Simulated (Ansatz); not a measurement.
# HfSi: pressure up to the limit of the methods

An exercise on one series of results from a longer session: the logs are not shown, and one member is left open.

Program: Ansatz 0.2.0. Level of theory: DFT LDA, with the methods named in each step. These are calculated values, not measurements.

## The starting structure

Symmetry: F-43m, No. 216, cubic system. The conventional cell has a = 6.156 Å, b = 6.156 Å, c = 6.156 Å, α = 90.00°, β = 90.00°, γ = 90.00°. Hf (site symmetry -43m) has 4 Si at 2.67 Å in its first shell of neighbours. Si (site symmetry -43m) has 4 Hf at 2.67 Å in its first shell of neighbours.

Coordinates:

```xyz
2
Lattice="0.0000 3.0778 3.0778 3.0778 0.0000 3.0778 3.0778 3.0778 0.0000" Properties=species:S:1:pos:R:3 pbc="T T T"
Hf    0.0000    0.0000    0.0000
Si    1.5389    1.5389    1.5389
```

Whether this phase is the stable one at these pressures isn't tested.

Atoms are numbered in the order of the input: Hf1, Si2.

Set-up of the first run:

Contents of input.yaml:

```yaml
crystal:
  lattice:
    - [0.0, 3.0778180096, 3.0778180096]
    - [3.0778180096, 0.0, 3.0778180096]
    - [3.0778180096, 3.0778180096, 0.0]
  atoms:
    - { symbol: Hf, position: [0.0, 0.0, 0.0] }
    - { symbol: Si, position: [0.25, 0.25, 0.25] }
kpoints:
  mp_grid: { grid: [12, 12, 12] }
scf:
  occupations: { method: fermi_dirac, width: 0.08 }
hamiltonian:
  xc: lda
  pseudopotentials: { kind: paw }
output:
  forces: true
  stress: true
  write_density: true
  write_potential: true
  elf: true
  volumetric_format: npy
relax:
  f_tol: 0.005
  max_steps: 40
  cell: {}
```

Run with:

```bash
$ ansatz run input.yaml --threads 1 --pin off --max-ram 2048MiB --backend cpu --events-out ev --progress --plain --runs-dir out
```

Steps of the session up to this table: Cell relaxed at zero pressure, PAW; Volume scaled by 1, PAW; Volume scaled by 0.95, PAW; Volume scaled by 0.95, PAW (level accurate); Volume scaled by 0.85, PAW; Volume scaled by 0.75, PAW; Volume scaled by 0.65, PAW; Volume scaled by 0.55, PAW; Volume scaled by 0.45, PAW; Volume scaled by 0.4, PAW.

One of the session's tables, all rows but one given; the rest of the session is left out.

```
              method  volume over the first  volume (Å³/atom)  pressure (GPa)
                 PAW                      1            26.040           -0.03
                 PAW                   0.95            24.738            3.90
                 PAW                   0.85                 ?               ?
                 PAW                   0.75            19.530           32.40
                 PAW                   0.65            16.926           61.25
                 PAW                   0.55            14.322          111.53
                 PAW                   0.45            11.718          207.43
                 PAW                    0.4            10.416          292.42
PAW (level accurate)                   0.95            24.738            3.89
```

Q: Estimate the row for PAW, 0.85 from the others.

The run gave: volume (Å³/atom): 22.134; pressure (GPa): 14.91. In the column «volume (Å³/atom)» it lies between PAW, 0.75 (19.530) and PAW, 0.95 (24.738).
